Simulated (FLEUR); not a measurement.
# TaAs (I4_1md) in FLEUR: notebook

Runs on TaAs. Level: PBEsol. Tasks: equation of state.

Everything below comes from runs of FLEUR MaX-R8.1 (later development tree). Logs are shortened: lines on timing, memory, paths and dates and some standing lists are left out, and cuts for length are marked.

## (1) Starting point

It takes space group I4_1md (No. 109, tetragonal). The conventional cell has a = 3.444 Å, b = 3.444 Å, c = 11.736 Å, α = 90.00°, β = 90.00°, γ = 90.00°. Ta (site symmetry 2mm) is surrounded by 6 As at 2.61 to 2.62 Å. As (site symmetry 2mm) has 6 Ta at 2.61 to 2.62 Å as nearest neighbours.

The cell is a database's computed one.

## (2) Equation of state, PBEsol, 16.35 Å³/atom (volume scaled by 0.94)

Contents of inp.xml:

```xml
<?xml version="1.0" encoding="UTF-8" standalone="no"?>
<fleurInput fleurInputVersion="0.39">
   <comment>
      TaAs                                                                                                
   </comment>
   <calculationSetup>
      <cutoffs Kmax="4.95" Gmax="15.3" GmaxXC="15.3" numbands="0"/>
      <scfLoop itmax="60" minDistance="0.00001" maxIterBroyd="15" imix="Anderson" alpha="0.05" precondParam="0.0" spinf="2.0" sdNocoIR="T"/>
      <coreElectrons ctail="T" frcor="F" kcrel="0" coretail_lmax="0"/>
      <xcFunctional name="PBEs" relativisticCorrections="F"/>
      <magnetism jspins="1"/>
      <soc l_soc="F" theta="0.0" phi="0.0" spav="F"/>
      <expertModes spex="0" secvar="F"/>
      <geometryOptimization l_f="F" forcealpha="1.0" forcemix="BFGS" epsdisp="0.0005" epsforce="0.0002"/>
      <ldaU l_linMix="F" mixParam="0.05" spinf="1.0"/>
   </calculationSetup>
   <cell>
      <bzIntegration valenceElectrons="96.0" mode="hist" fermiSmearingEnergy="0.00183747">
         <kPointListSelection listName="default-1"/>
         <!-- k-points included here -->
         <xi:include xmlns:xi="http://www.w3.org/2001/XInclude" href="kpts.xml"> </xi:include>
      </bzIntegration>
      <!-- symmetry operations included here -->
      <xi:include xmlns:xi="http://www.w3.org/2001/XInclude" href="sym.xml"> </xi:include>
      <bulkLattice scale="0.9795861087">
         <bravaisMatrix>
            <row-1>   -3.2537556922347020     3.2537556922347020    11.0888024183936231</row-1>
            <row-2>    3.2537556922347020    -3.2537556922347020    11.0888024183936231</row-2>
            <row-3>    3.2537556922347020     3.2537556922347020   -11.0888024183936231</row-3>
         </bravaisMatrix>
      </bulkLattice>
   </cell>
   <atomSpecies>
      <species name="Tantalum (Ta)" element="Ta" atomicNumber="73">
[... 16 lines left out ...]
         <atomicCutoffs lmax="8" lnonsphr="8"/>
         <electronConfig flipSpins="F">
            <coreConfig>(1s1/2) (2s1/2) (2p1/2) (2p3/2) (3s1/2)</coreConfig>
            <valenceConfig>(3p1/2) (3p3/2) (4s1/2) (3d3/2) (3d5/2) (4p1/2) (4p3/2)</valenceConfig>
            <stateOccupation state="(4p1/2)" spinUp="0.500000" spinDown="0.500000"/>
            <stateOccupation state="(4p3/2)" spinUp="1.000000" spinDown="1.000000"/>
         </electronConfig>
         <energyParameters s="4" p="4" d="3" f="4"/>
         <lo type="SCLO" l="1" n="3" eDeriv="0"/>
         <lo type="SCLO" l="1" n="3" eDeriv="1"/>
         <lo type="HELO" l="2" n="4" eDeriv="0"/>
         <lo type="HELO" l="2" n="4" eDeriv="1"/>
         <lo type="SCLO" l="0" n="4" eDeriv="2"/>
         <lo type="SCLO" l="3" n="4" eDeriv="2"/>
      </species>
   </atomSpecies>
   <atomGroups>
      <atomGroup species="Tantalum (Ta)">
         <relPos label="                   1">.4999673000 .4999673000 .0000000000</relPos>
         <relPos label="                   2">.2499673000 -.2500327000 1.000/2.000</relPos>
         <force calculate="T" relaxXYZ="TTT"/>
      </atomGroup>
      <atomGroup species="Arsenic (As)">
         <relPos label="                   3">.0826321200 .0826321200 .0000000000</relPos>
         <relPos label="                   4">-.1673678800 .3326321200 1.000/2.000</relPos>
         <force calculate="T" relaxXYZ="TTT"/>
      </atomGroup>
   </atomGroups>
   <output dos="F" band="F" slice="F">
      <checks vchk="F" cdinf="F"/>
      <bandDOS minEnergy="-.5*Htr" maxEnergy="0.5*Htr" sigma="0.015" storeEVData="T"/>
      <vacuumDOS vacdos="F" integ="F" star="F" nstars="0" locx1="0.0" locy1="0.0" locx2="0.0" locy2="0.0" nstm="0" tworkf="0.0"/>
      <unfoldingBand unfoldBand="F" supercellX="1" supercellY="1" supercellZ="1"/>
      <plotting iplot="0" polar="F">
         <plot TwoD="T" vec1="  1.0  0.0  0.0" vec2="  0.0  1.0  0.0" vec3="  0.0  0.0  1.0" zero="  0.0  0.0  0.0" file="plot"/>
      </plotting>
      <chargeDensitySlicing numkpt="0" minEigenval="0.0" maxEigenval="0.0" nnne="0" pallst="F"/>
      <specialOutput eonly="F"/>
      <moessbauerParams electricFieldGradient="T" isomerShift="T" coreHyperfine="T" valenceHyperfine="T"/>
      <magneticCircularDichroism mcd="F" energyLo="-10.0" energyUp="0.0"/>
   </output>
  <!-- We include the file relax.xml here to enable relaxations (see documentation) -->
  <xi:include xmlns:xi="http://www.w3.org/2001/XInclude" href="relax.xml"> <xi:fallback/> </xi:include>
</fleurInput>
```

Potentials or basis: all-electron, FLAPW.

Command:

```
> inpgen -f crystal.txt -profile fastHighL
> # inp.xml edited to the form shown
> mpirun -n 4 fleur_MPI -pe_per_kpt 1
```

Log:

```text
Welcome to FLEUR        (www.flapw.de)
      MaX-Release 8.1          (www.max-centre.eu)

 ========== k-point set info ==========
 Selected k-point list: default-1
 k-point list type: mesh
 11 x 11 x 11
 Number of k points: 126

 ------------Calculation Setup---------------------------
 Number of MPI-tasks      :            4
 Number of PE/node        :            4
 Number of OMP-threads    :            1
 Using exactly            1  PE per kpt
 Using exactly            1  PE per kpt
 Using exactly            1  PE per kpt
 Using exactly            1  PE per kpt
 k-points in parallel     :            4
 pe's per k-point         :            1
 No of k-point loops      :           31
 Info/Warning             : your k-point parallelism is not fully load-balanced
 Eigenvalue solver        :       lapack
 Number of basis functions:         1090
 Approximate size of matrices (H+S) per k-point:         0.035 GB
 --------------------------------------------------------
 Iteration:     1   Distance:       9.98735271 me/bohr^3
 Iteration:     2   Distance:       9.04869856 me/bohr^3
 Iteration:     3   Distance:       4.87062715 me/bohr^3
 Iteration:     4   Distance:       1.71174425 me/bohr^3
 Iteration:     5   Distance:       1.39668041 me/bohr^3
 Iteration:     6   Distance:       0.22134812 me/bohr^3
 Iteration:     7   Distance:       0.12664888 me/bohr^3
 Iteration:     8   Distance:       0.03176396 me/bohr^3
 Iteration:     9   Distance:       0.01307043 me/bohr^3
 Iteration:    10   Distance:       0.01004716 me/bohr^3
 Iteration:    11   Distance:       0.00400790 me/bohr^3
 Iteration:    12   Distance:       0.00071926 me/bohr^3
 Iteration:    13   Distance:       0.00053062 me/bohr^3
 Iteration:    14   Distance:       0.00011052 me/bohr^3
 Iteration:    15   Distance:       0.00002592 me/bohr^3
 Iteration:    16   Distance:       0.00002386 me/bohr^3
 Iteration:    17   Distance:       0.00001075 me/bohr^3
 Iteration:    18   Distance:       0.00000378 me/bohr^3

 ********************************************************************
 Run finished successfully
 Stop message:
   all done
 ********************************************************************
```

It took 11 min on 4 MPI ranks of Arm Neoverse V2, shared host.

What came out:

```yaml
Free_energy: -973134.7337 eV
Band_gap_on_the_k_mesh: none (metal or under the smearing width)
Valence_electrons_inside_the_program's_atomic_spheres: Ta 24.75; As 18.44 (radii Ta 2.45, As 1.98 bohr)
```

## (3) Equation of state, PBEsol, 16.70 Å³/atom (volume scaled by 0.96)

Changes to inp.xml since step 2:

```diff
@@ -24,3 +24,3 @@
       <xi:include xmlns:xi="http://www.w3.org/2001/XInclude" href="sym.xml"> </xi:include>
-      <bulkLattice scale="0.9795861087">
+      <bulkLattice scale="0.9864848297">
          <bravaisMatrix>
```

Potentials or basis: all-electron, FLAPW.

Command:

```
> inpgen -f crystal.txt -profile fastHighL
> # inp.xml edited to the form shown
> mpirun -n 4 fleur_MPI -pe_per_kpt 1
```

Wall time 11 min (4 MPI ranks of Arm Neoverse V2, shared host).

The run converged. Its results:

```
Free energy                                           : -973134.7886 eV
Band gap on the k mesh                                : none (metal or under the smearing width)
Valence electrons inside the program's atomic spheres : Ta 24.71; As 18.42 (radii Ta 2.45, As 1.98 bohr)
```

## (4) Equation of state, PBEsol, 17.05 Å³/atom (volume scaled by 0.98)

Changes to inp.xml since step 3:

```diff
@@ -24,3 +24,3 @@
       <xi:include xmlns:xi="http://www.w3.org/2001/XInclude" href="sym.xml"> </xi:include>
-      <bulkLattice scale="0.9864848297">
+      <bulkLattice scale="0.9932883884">
          <bravaisMatrix>
```

Command:

```
> inpgen -f crystal.txt -profile fastHighL
> # inp.xml edited to the form shown
> mpirun -n 4 fleur_MPI -pe_per_kpt 1
```

It took 12 min on 4 MPI ranks of Arm Neoverse V2, shared host.

It converged, with:

* Free energy: -973134.8057 eV
* Band gap on the k mesh: none (metal or under the smearing width)
* Valence electrons inside the program's atomic spheres: Ta 24.67; As 18.41 (radii Ta 2.45, As 1.98 bohr)

## (5) Equation of state, PBEsol, 17.40 Å³/atom

Changes to inp.xml since step 4:

```diff
@@ -24,3 +24,3 @@
       <xi:include xmlns:xi="http://www.w3.org/2001/XInclude" href="sym.xml"> </xi:include>
-      <bulkLattice scale="0.9932883884">
+      <bulkLattice scale="1.0000000000">
          <bravaisMatrix>
```

Command:

```
> inpgen -f crystal.txt -profile fastHighL
> # inp.xml edited to the form shown
> mpirun -n 4 fleur_MPI -pe_per_kpt 1
```

Run time: 12 min. Hardware: 4 MPI ranks of Arm Neoverse V2, shared host.

Results (log left out):

- Free energy: -973134.7888 eV
- Band gap on the k mesh: none (metal or under the smearing width)
- Valence electrons inside the program's atomic spheres: Ta 24.64; As 18.39 (radii Ta 2.45, As 1.98 bohr)

## (6) Equation of state, PBEsol, 17.74 Å³/atom (volume scaled by 1.02)

Changes to inp.xml since step 5:

```diff
@@ -24,3 +24,3 @@
       <xi:include xmlns:xi="http://www.w3.org/2001/XInclude" href="sym.xml"> </xi:include>
-      <bulkLattice scale="1.0000000000">
+      <bulkLattice scale="1.0066227096">
          <bravaisMatrix>
```

Potentials or basis: all-electron, FLAPW.

Command:

```
> inpgen -f crystal.txt -profile fastHighL
> # inp.xml edited to the form shown
> mpirun -n 4 fleur_MPI -pe_per_kpt 1
```

Wall time 12 min (4 MPI ranks of Arm Neoverse V2, shared host).

The run converged. Its results:

```yaml
Free_energy: -973134.7416 eV
Band_gap_on_the_k_mesh: none (metal or under the smearing width)
Valence_electrons_inside_the_program's_atomic_spheres: Ta 24.60; As 18.37 (radii Ta 2.45, As 1.98 bohr)
```

## (7) Equation of state, PBEsol

No new run: the results of the series are fitted here.

What came out:

```yaml
Equilibrium_volume: 17.04 Å³/atom
Bulk_modulus_at_fixed_shape_and_positions: 191 GPa
Pressure_derivative_of_the_bulk_modulus: "4.4 (rough: it moves with the points fitted)"
```

Energy against volume, from the lowest point:
```
volume (Å³/atom)  energy (meV/atom)
          16.353              17.99
          16.700               4.26
          17.048               0.00
          17.396               4.21
          17.744              16.03
```

Caveat: the cell was scaled at fixed shape and fractional positions, which overstates the stiffness of a crystal with free parameters, most of all of layers and chains.
